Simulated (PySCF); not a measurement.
**From one method to the next for NaBr**

What do other methods print for NaBr?

The runs use PySCF 2.14.0; each script names its method and basis.

1 further run of the same task is left out (it didn't finish).

## (1) The starting structure

NaBr: 2 atoms, charge 0, spin multiplicity 1.

Bond lengths: Na1–Br2 2.377 Å.

## (2) The run that the others are compared with

The input, input.py:

```python
from pyscf import gto, scf, mp

mol = gto.M(
    atom='Na 0 0 0; Br 0 0 2.377',
    basis='cc-pvdz',
    charge=0,
    spin=0,
    verbose=4,
)
mf = scf.RHF(mol)
mf.kernel()
mp.MP2(mf).kernel()
mf.dip_moment()
print('orbital energies (hartree):', mf.mo_energy[..., max(0, mol.nelec[1]-3):mol.nelec[0]+3].round(4))
```

The run is started by

```bash
$ python input.py
```

## (3) Gradient

Edit 1 changes step after the SCF: mp2 → gradient.

Changes to input.py since step 2:

```diff
@@ -1,2 +1,2 @@
-from pyscf import gto, scf, mp
+from pyscf import gto, scf
 
@@ -11,3 +11,3 @@
 mf.kernel()
-mp.MP2(mf).kernel()
+mf.nuc_grad_method().kernel()
 mf.dip_moment()
```

## (4) NEVPT2

Edit 2 changes step after the SCF: mp2 → nevpt2; active space: none → 6 electrons in 4 orbitals.

Changes to input.py since step 2:

```diff
@@ -1,2 +1,2 @@
-from pyscf import gto, scf, mp
+from pyscf import gto, scf, mcscf, mrpt
 
@@ -11,3 +11,6 @@
 mf.kernel()
-mp.MP2(mf).kernel()
+mc = mcscf.CASSCF(mf, 4, 6)
+mc.kernel()
+mc.analyze()
+mrpt.NEVPT(mc).kernel()
 mf.dip_moment()
```

## (5) Mn15 (RKS)

Edit 3 changes functional: none (Hartree–Fock) → mn15; SCF type: RHF → RKS; step after the SCF: mp2 → analyze.

The input, input.py:

```python
from pyscf import gto, dft

mol = gto.M(
    atom='Na 0 0 0; Br 0 0 2.377',
    basis='cc-pvdz',
    charge=0,
    spin=0,
    verbose=4,
)
mf = dft.RKS(mol, xc='mn15')
mf.kernel()
mf.analyze()
print('orbital energies (hartree):', mf.mo_energy[..., max(0, mol.nelec[1]-3):mol.nelec[0]+3].round(4))
```

## (6) Population analysis

Edit 4 changes step after the SCF: mp2 → analyze.

The input, input.py:

```python
from pyscf import gto, scf

mol = gto.M(
    atom='Na 0 0 0; Br 0 0 2.377',
    basis='cc-pvdz',
    charge=0,
    spin=0,
    verbose=4,
)
mf = scf.RHF(mol)
mf.kernel()
mf.analyze()
print('orbital energies (hartree):', mf.mo_energy[..., max(0, mol.nelec[1]-3):mol.nelec[0]+3].round(4))
```

Q: Predict the outcome of this session. Wanted: for each run, E(SCF); from base; gap; SCF dipole; after the SCF.

**Answer**, as computed:

| run | E(SCF) (hartree) | from base (eV) | cycles | gap (eV) | SCF dipole (D) | after the SCF |
| --- | --- | --- | --- | --- | --- | --- |
| base | -2734.319649 | 0 | 8 | 8.64 | 8.87 | MP2 correlation -3.887 eV |
| gradient | -2734.319649 | 0.0000 | 8 | 8.64 | 8.87 | n/a |
| NEVPT2 | -2734.319649 | 0.0000 | 8 | 8.64 | 8.87 | NEVPT2 correlation -3.637 eV (from the SCF energy, the CASSCF gain included) |
| mn15 (RKS) | -2736.721445 | not comparable | 8 | 6.29 | 8.43 | n/a |
| population analysis | -2734.319649 | 0.0000 | 8 | 8.64 | 8.87 | n/a |

**Reading.** A lower total energy from another functional means nothing by itself.
